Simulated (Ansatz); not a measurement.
# ClF2H2HfN: molecular dynamics

Aim: follow the molecule's vibrations and see whether its bonds hold. The start is relaxed first. Runs: 300 steps of 0.25 fs under a Nosé-Hoover thermostat at 1000 K.

All numbers below are computed with Ansatz 0.2.0 (RHF/def2-SVP).

### Step 1. The system as given

Bond lengths: Hf1–N2 2.210 Å, N2–H3 1.060 Å, N2–H4 1.060 Å, Hf1–Cl5 2.520 Å, Hf1–F6 1.979 Å, Hf1–F7 1.979 Å. Angles: Hf1–N2–H3 120.0°, Hf1–N2–H4 120.0°, H3–N2–H4 120.0°, N2–Hf1–Cl5 109.5°, N2–Hf1–F6 109.5°, N2–Hf1–F7 109.5°, Cl5–Hf1–F6 109.5°, Cl5–Hf1–F7 109.5°, F6–Hf1–F7 109.5°.

As a file:

```xyz
7

Hf    0.0000    0.0000    0.0000
N     0.0000    0.0000    2.2100
H    -0.8770   -0.2713    2.7400
H     0.8770    0.2713    2.7400
Cl    2.3764    0.0000   -0.8392
F    -0.9326    1.6157   -0.6593
F    -0.9326   -1.6157   -0.6593
```

### Step 2. Preparing the start

File input.yaml:

```yaml
crystal:
  periodic: [false, false, false]
  atoms:
    - { symbol: Hf, position_ang: [0.0, 0.0, 0.0] }
    - { symbol: "N", position_ang: [0.0, 0.0, 2.21] }
    - { symbol: H, position_ang: [-0.877, -0.2713, 2.74] }
    - { symbol: H, position_ang: [0.877, 0.2713, 2.74] }
    - { symbol: Cl, position_ang: [2.3764, 0.0, -0.8392] }
    - { symbol: F, position_ang: [-0.9326, 1.6157, -0.6593] }
    - { symbol: F, position_ang: [-0.9326, -1.6157, -0.6593] }
basis:
  gaussian: { orbitals: def2-SVP }
hamiltonian:
  xc: hf
relax:
  f_tol: 0.02
  max_steps: 40
```

Launch:

```bash
> ansatz run input.yaml --threads 1 --pin off --max-ram 2048MiB --backend cpu --events-out ev --progress --plain --runs-dir out
```

The runs that follow: Dynamics.

Before running it: what results should come out? Wanted: relaxation of the start; temperature, first and last step; temperature, second half; potential energy, second half; largest change of the conserved energy; bonds formed or broken.

The runs gave:

```
                              quantity                          value
               relaxation of the start       15 moves, 0.883 eV lower
                                length           300 steps of 0.25 fs
      temperature, first and last step                 1000 and 769 K
              temperature, second half  mean 347 K, from 149 to 769 K
         potential energy, second half    +65 meV/atom from the start
largest change of the conserved energy                  0.14 meV/atom
                bonds formed or broken                              0
```

In words: Against a set 1000 K the second half averages 347 K with a spread of 141 K; 65 meV/atom has gone into potential energy, and a thermostat that acts over some 100 fs has not made it up in 75 fs. The conserved energy strays from its start by at most 0.14 meV/atom, 0.3 % of the mean kinetic energy, so a step of 0.25 fs is short enough over this time. The bonds all hold. Averages from a run of 75 fs with 7 atoms are rough. The nuclei move classically, without zero-point motion, which matters most for hydrogen.
